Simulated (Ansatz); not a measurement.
# C4H3F7: vertical ionisation energy

An exercise on one series of results from a longer session: the logs are not shown, and one member is left open.

Program: Ansatz 0.2.0, Gaussian basis. Level of theory: unrestricted cation, the program's frozen cores in correlated methods. These are calculated values, not measurements.

The runs, in order: UKS PBE-D4/def2-TZVPP; UKS r2SCAN-D4/def2-TZVPP; UKS PBE0-D4/def2-TZVPP; UKS B3LYP-D4/def2-TZVPP; UKS wB97X-V/def2-TZVPP; UKS wB97M-V/def2-TZVPP; UKS B2PLYP/def2-TZVPP; UHF-CCSD(T)/def2-TZVPP; UHF-MP2/def2-QZVPP; extrapolation to the limit; then −ε(HOMO) from the neutral's earlier runs with LDA (SPW92), PBE-D4, revPBE-D4, BLYP-D4, r2SCAN-D4, B97M-V, PBE0-D4, B3LYP-D4, r2SCANh-D4, r2SCAN0-D4, HSE06-D4, BHLYP-D4, CAM-B3LYP-D4, LC-ωPBE, ωB97X-V, ωB97M-V.

### The geometry

An earlier PBE0-D4 in a triple-zeta def2 set relaxation fixed the geometry.

SMILES `FCC(F)(F)C(F)(F)C(F)F`, 14 atoms, charge 0, spin multiplicity 1.

Atoms are counted from 1 here; the program's logs count them from 0.

Bond lengths: F1–C2 1.367 Å, C2–C3 1.517 Å, C2–H12 1.090 Å, C2–H13 1.092 Å, C3–F4 1.345 Å, C3–F5 1.356 Å, C3–C6 1.548 Å, C6–F7 1.346 Å, C6–F8 1.342 Å, C6–C9 1.536 Å, C9–F10 1.351 Å, C9–F11 1.341 Å, C9–H14 1.092 Å. Angles: F1–C2–C3 108.4°, F1–C2–H12 109.3°, F1–C2–H13 109.5°, C3–C2–H12 110.3°, C3–C2–H13 109.1°, H12–C2–H13 110.2°, C2–C3–F4 109.3°, C2–C3–F5 110.3°, C2–C3–C6 114.7°, F4–C3–F5 107.5°, F4–C3–C6 107.6°, F5–C3–C6 107.1°, C3–C6–F7 108.8°, C3–C6–F8 108.4°, C3–C6–C9 114.6°, F7–C6–F8 108.5°, F7–C6–C9 109.6°, F8–C6–C9 106.8° and more.

As a file:

```xyz
14

F    -2.4077    1.5540   -0.4129
C    -1.4354    0.6366   -0.6976
C    -0.7229    0.2775    0.5926
F    -1.6160   -0.2062    1.4739
F    -0.1627    1.3825    1.1437
C     0.4018   -0.7757    0.4388
F    -0.0509   -1.7858   -0.3274
F     0.6960   -1.2619    1.6551
C     1.7119   -0.2309   -0.1496
F     1.4802    0.2771   -1.3798
F     2.5791   -1.2461   -0.2701
H    -0.7320    1.0660   -1.4117
H    -1.8941   -0.2620   -1.1149
H     2.1398    0.5455    0.4889
```

The first run:

File in.yaml:

```yaml
crystal:
  periodic: [false, false, false]
  atoms:
    - {symbol: F, position_ang: [-2.407701, 1.553980, -0.412947]}
    - {symbol: C, position_ang: [-1.435367, 0.636619, -0.697604]}
    - {symbol: C, position_ang: [-0.722860, 0.277519, 0.592624]}
    - {symbol: F, position_ang: [-1.616023, -0.206233, 1.473939]}
    - {symbol: F, position_ang: [-0.162742, 1.382517, 1.143667]}
    - {symbol: C, position_ang: [0.401798, -0.775682, 0.438837]}
    - {symbol: F, position_ang: [-0.050896, -1.785815, -0.327396]}
    - {symbol: F, position_ang: [0.696002, -1.261852, 1.655062]}
    - {symbol: C, position_ang: [1.711919, -0.230859, -0.149592]}
    - {symbol: F, position_ang: [1.480208, 0.277065, -1.379815]}
    - {symbol: F, position_ang: [2.579053, -1.246050, -0.270071]}
    - {symbol: H, position_ang: [-0.732009, 1.066038, -1.411675]}
    - {symbol: H, position_ang: [-1.894109, -0.261965, -1.114911]}
    - {symbol: H, position_ang: [2.139825, 0.545518, 0.488880]}
basis:
  gaussian: {orbitals: def2-TZVPP}
total_charge: 1
magnetization: {spin_polarized: true, initial_magnetization: 1}
hamiltonian: {xc: pbe, dispersion: d4}
```

The run is started by

```
$ ansatz run in.yaml --threads 4 --pin off --events-out ev --progress --plain --max-ram 66560MiB --backend cuda --devices 0, --max-vram 37GiB
```

Steps of the session up to this table: Cation, UKS PBE-D4/def2-TZVPP; Cation, UKS r2SCAN-D4/def2-TZVPP; Cation, UKS PBE0-D4/def2-TZVPP; Cation, UKS B3LYP-D4/def2-TZVPP; Cation, UKS wB97X-V/def2-TZVPP; Cation, UKS wB97M-V/def2-TZVPP; Cation, UKS B2PLYP (frozen core)/def2-TZVPP; Cation, UHF-CCSD(T)/def2-TZVPP; Cation, UHF-MP2/def2-QZVPP.

One table of the session follows, with a row left open; its other results are not shown here.

It belongs to the step «Ionisation energies side by side». For comparison, −ε(HOMO) of the neutral from earlier runs:

| functional | −ε(HOMO) (eV) |
| --- | --- |
| LDA (SPW92) | 8.36 |
| PBE-D4 | 8.12 |
| revPBE-D4 | 8.02 |
| BLYP-D4 | 8.12 |
| r2SCAN-D4 | 8.52 |
| B97M-V | 8.70 |
| PBE0-D4 | 9.93 |
| B3LYP-D4 | 9.74 |
| r2SCANh-D4 | 9.19 |
| r2SCAN0-D4 | 10.20 |
| HSE06-D4 | 9.51 |
| BHLYP-D4 | 11.76 |
| CAM-B3LYP-D4 | ? |
| LC-ωPBE | 12.74 |
| ωB97X-V | 12.42 |
| ωB97M-V | 12.33 |

Estimate the missing values for CAM-B3LYP-D4.

**Answer.** −ε(HOMO) (eV): 11.52. In the column «−ε(HOMO) (eV)» it lies between r2SCAN0-D4 (10.20) and BHLYP-D4 (11.76).
